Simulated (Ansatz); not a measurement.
# C2H3BClF2: the cost of one run

Program: Ansatz 0.2.0. Level of theory: RKS PBE0-D4/def2-SVPD. These are calculated values, not measurements.

## Step 1: Starting geometry

SMILES `FB1CC1F`, 8 atoms, charge 0, spin multiplicity 1.

Atoms are counted from 1 here; the program's logs count them from 0.

Bond lengths: F1–B2 1.324 Å, B2–C3 1.529 Å, B2–C4 1.531 Å, C3–C4 1.571 Å, C3–H6 1.109 Å, C3–H7 1.099 Å, C4–F5 1.390 Å, C4–H8 1.104 Å. Angles: F1–B2–C3 145.1°, F1–B2–C4 149.7°, C3–B2–C4 61.8°, B2–C3–C4 59.2°, B2–C3–H6 108.9°, B2–C3–H7 133.5°, C4–C3–H6 115.6°, C4–C3–H7 117.4°, H6–C3–H7 112.1°, B2–C4–C3 59.0°, B2–C4–F5 125.0°, B2–C4–H8 120.0°, C3–C4–F5 119.7°, C3–C4–H8 111.6°, F5–C4–H8 110.8°.

As a file:

```mol
C2H3BF2
  3D, bonds by distance, orders not assigned

  8  8  0  0  0  0  0  0  0  0999 V2000
   -1.9860    0.7862    0.8980 F   0  0
   -0.8163    0.4842    0.3567 B   0  0
    0.5729   -0.0992    0.6182 C   0  0
   -0.0032   -0.0151   -0.8410 C   0  0
   -0.2594   -1.1845   -1.5483 F   0  0
    0.4612   -1.0802    1.1224 H   0  0
    1.5601    0.3496    0.7995 H   0  0
    0.5629    0.7020   -1.4613 H   0  0
  1  2  8  0
  2  3  8  0
  2  4  8  0
  3  4  8  0
  3  6  8  0
  3  7  8  0
  4  5  8  0
  4  8  8  0
M  END
```

This geometry comes from a loose relaxation at PBE in a small basis, which is not shown.

## Step 4: Plan of the scan

The probe is moved over the molecule's main plane (x and y are the axes of that plane, centred on the molecule).

The axes are (1) x of the probe's Cl atom: 13 values from −4.68 Å; (2) y of the probe's Cl atom: 15 values from −5.46 Å.

Nothing else is relaxed (molecule and probe rigid). Energies count from molecule and probe far apart, each relaxed in its own basis (no counterpoise correction). Points are written as (first, second).

The probe Cl- moves over a plane: the molecule's main plane. The molecule is turned into the frame of its main axes, as the inputs below show.

(The set-up runs are not shown.)

## Step 5: Point (3.90 Å, 5.46 Å)

input.yaml

```yaml
crystal:
  periodic: [false, false, false]
  atoms:
    - { symbol: F, position_ang: [1.868828, -0.577008, -0.103338] }
    - { symbol: B, position_ang: [0.727531, 0.035892, 0.100575] }
    - { symbol: C, position_ang: [-0.129562, 1.258611, -0.190053] }
    - { symbol: C, position_ang: [-0.75963, -0.010133, 0.447999] }
    - { symbol: F, position_ang: [-1.707167, -0.707363, -0.255183] }
    - { symbol: H, position_ang: [-0.288184, 1.352478, -1.275509] }
    - { symbol: H, position_ang: [-0.243126, 2.210879, 0.332883] }
    - { symbol: H, position_ang: [-1.07583, 0.151833, 1.485147] }
    - { symbol: Cl, position_ang: [3.9, 5.46, 0.0] }
total_charge: -1
basis:
  gaussian: { orbitals: def2-SVPD }
hamiltonian:
  xc: pbe0
  dispersion: d4
output:
  forces: true
```

The run is started by

```sh
$ ansatz run input.yaml --threads 1 --pin off --max-ram 2560MiB --backend cpu --events-out ev --progress --plain --runs-dir out
```

**Question.** How long does this run take on 1 thread of AMD EPYC 9R45 (Zen 5), shared host, and how much memory does it need?

About 2.7 s, with a peak of 0.37 GiB.
